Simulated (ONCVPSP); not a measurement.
# Pseudopotential generation for oxygen: ONCV, PBE

Aim: build the potential from the settings below, then test how well it stands in for the atom: other configurations, scattering, ghost states and the plane-wave cutoff that it needs.

Method: ONCVPSP 4.0.1, PBE, scalar-relativistic.

## (1) The design

The settings as typed:

| Item | Value |
| --- | --- |
| element | oxygen (O, Z = 8) |
| type | optimised norm-conserving Vanderbilt (ONCV) |
| frozen core | [He] |
| valence charge | 6 |
| reference configuration | 2s2 2p3 (charge +1) |
| partial waves | 2s: rc 0.84 bohr, ncon 4, nbas 7, qcut 8.8 1/bohr, 1 projector; 2p: rc 2.08 bohr, ncon 4, nbas 8, qcut 6.6 1/bohr, 2 projectors, debl 0.7 Ha |
| local potential | polynomial inside 0.54 bohr (lpopt 1, dvloc0 0 Ha) |
| core correction | Teter function, fcfact 3.75, rcfact 1.4 |

## (2) Generating the potential

O.dat reads:

```
# ATOM AND REFERENCE CONFIGURATION
# atsym  z   nc   nv     iexc    psfile
  O 8.00    1    2        4      upf
#
#   n    l    f
    1    0    2.00
    2    0    2.00
    2    1    3.00
#
# PSEUDOPOTENTIAL AND OPTIMIZATION
# lmax
    1
#
#   l,   rc,      ep,       ncon, nbas, qcut
    0    0.84    0.00    4    7    8.80
    1    2.08    0.00    4    8    6.60
#
# LOCAL POTENTIAL
# lloc, lpopt,  rc(5),   dvloc0
    4    1    0.54    0.00
#
# VANDERBILT-KLEINMAN-BYLANDER PROJECTORs
# l, nproj, debl
    0    1    2.20
    1    2    0.70
#
# MODEL CORE CHARGE
# icmod, fcfact, rcfact
    3    3.75    1.40
#
# LOG DERIVATIVE ANALYSIS
# epsh1, epsh2, depsh
   -3.00    5.00    0.02
#
# OUTPUT GRID
# rlmax, drl
    6.00    0.01
#
# TEST CONFIGURATIONS
# ncnf
    4
# nvcnf
#   n    l    f
    2
    2    0    2.00
    2    1    4.00
#
    2
    2    0    2.00
    2    1    2.00
#
    2
    2    0    2.00
    2    1    1.00
#
    2
    2    0    2.00
    2    1    0.00
#
```

Command:

```sh
$ oncvpsp.x < O.dat > O.out
```

What does the calculation give? Wanted: cutoffs for 1 and 0.1 mHa per electron, occupied waves; bound ghosts; GHOST(+) flags; largest test error; largest phase difference near zero energy, channels read; rms error of d²Exc/dn², without and with the model core; projector energies reset by the program.

As calculated:

| quantity | value |
| --- | --- |
| cutoffs for 1 and 0.1 mHa per electron, occupied waves | 40 Ha and 142 Ha |
| bound ghosts | none found |
| GHOST(+) flags | none at low energy |
| largest test error (AE − PS) | +6449 meV, for 2s2 2p0 |
| largest phase difference near zero energy, channels read | 0.004 rad |
| rms error of d²Exc/dn², without and with the model core | 1.03 and 1.36 mHa |
| projector energies reset by the program | p: -0.899, 0.250 Ha |

The worst unpolarised test, 2s2 2p0, is off by 6449 meV on 164.3 eV; by total energies transferability rates as poor. That test lies far up in energy; among those under 40 eV, nearer to bonding, the largest error is 386 meV. The potential is hard: the looser tolerance needs 40 Ha. The tighter tolerance needs 142 Ha, and converged work needs a cutoff nearer that. At the looser tolerance the 2s wave is the slowest; 2p needs 16 Ha. No bound ghost shows below the valence levels. Near zero energy the phases of the channels with partial waves agree within 0.004 rad. All of this concerns the isolated atom, not yet a solid.
